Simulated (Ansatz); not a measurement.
**CH7BO4: how energies converge with the basis set**

One table from this session's results is given with a row withheld; the runs are named, their logs left out.

Method: one geometry, several basis sets; program: Ansatz 0.2.0, Gaussian basis.

Levels to be run: PBE0-D4/def2-SVP; ωB97M-V/def2-SVP; PBE0-D4/def2-QZVPP; ωB97M-V/def2-QZVPP; the functionals' def2-TZVPP values are taken from earlier runs.

## The relaxed structure

The geometry comes from an earlier relaxation with PBE0-D4 in a triple-zeta def2 set; it is a stationary point, not always the lowest conformer.

13 atoms, charge 0, spin multiplicity 1.

Atoms are counted from 1 here; the program's logs count them from 0.

Bond lengths: C1–O2 1.422 Å, C1–H7 1.094 Å, C1–H8 1.089 Å, C1–H9 1.094 Å, O2–H10 0.960 Å, B3–O4 1.365 Å, B3–O5 1.375 Å, B3–O6 1.366 Å, O4–H11 0.959 Å, O5–H12 0.965 Å, O6–H13 0.964 Å. Angles: O2–C1–H7 111.4°, O2–C1–H8 106.8°, O2–C1–H9 111.4°, H7–C1–H8 108.8°, H7–C1–H9 109.6°, H8–C1–H9 108.7°, C1–O2–H10 109.5°, O4–B3–O5 118.9°, O4–B3–O6 117.3°, O5–B3–O6 123.7°, B3–O4–H11 111.0°, B3–O5–H12 112.0°, B3–O6–H13 111.6°.

Set-up of the first run:

in.yaml

```yaml
crystal:
  periodic: [false, false, false]
  atoms:
    - {symbol: C, position_ang: [1.348331, -1.188950, 1.137812]}
    - {symbol: O, position_ang: [1.318765, 0.150984, 0.664079]}
    - {symbol: B, position_ang: [-1.485239, 0.770565, -0.912547]}
    - {symbol: O, position_ang: [-2.693008, 0.898993, -1.535103]}
    - {symbol: O, position_ang: [-0.391722, 0.388498, -1.654199]}
    - {symbol: O, position_ang: [-1.440872, 1.024823, 0.429038]}
    - {symbol: H, position_ang: [2.188966, -1.744712, 0.712842]}
    - {symbol: H, position_ang: [0.419100, -1.656851, 0.815224]}
    - {symbol: H, position_ang: [1.399401, -1.225585, 2.229591]}
    - {symbol: H, position_ang: [2.120822, 0.604241, 0.933743]}
    - {symbol: H, position_ang: [-2.620336, 0.699520, -2.470311]}
    - {symbol: H, position_ang: [0.406330, 0.326532, -1.115993]}
    - {symbol: H, position_ang: [-0.550138, 0.917042, 0.780623]}
basis:
  gaussian: {orbitals: def2-SVP}
hamiltonian: {xc: pbe0, dispersion: d4}
output: {orbitals: {seedname: orbitals}}
```

Command:

```bash
$ ansatz run in.yaml --threads 4 --pin off --events-out ev --progress --plain --max-ram 11315MiB
```

Among the steps run: PBE0-D4 in def2-SVP; ωB97M-V in def2-SVP; PBE0-D4 in def2-QZVPP; ωB97M-V in def2-QZVPP.

One of the session's tables, all rows but one given; the rest of the session is left out.

It belongs to the step «Functionals by basis». 

```
functional       basis  HOMO (eV)  LUMO (eV)
   PBE0-D4    def2-SVP          ?          ?
   PBE0-D4  def2-TZVPP      -8.66       0.12
   PBE0-D4  def2-QZVPP      -8.73      -0.21
   ωB97M-V    def2-SVP     -10.70       2.42
   ωB97M-V  def2-TZVPP     -11.15       1.56
   ωB97M-V  def2-QZVPP     -11.22       0.98
```

**Question.** Estimate the row for PBE0-D4, def2-SVP.

The run gave: HOMO (eV): -8.24; LUMO (eV): 0.76. In the column «HOMO (eV)» it is the highest.
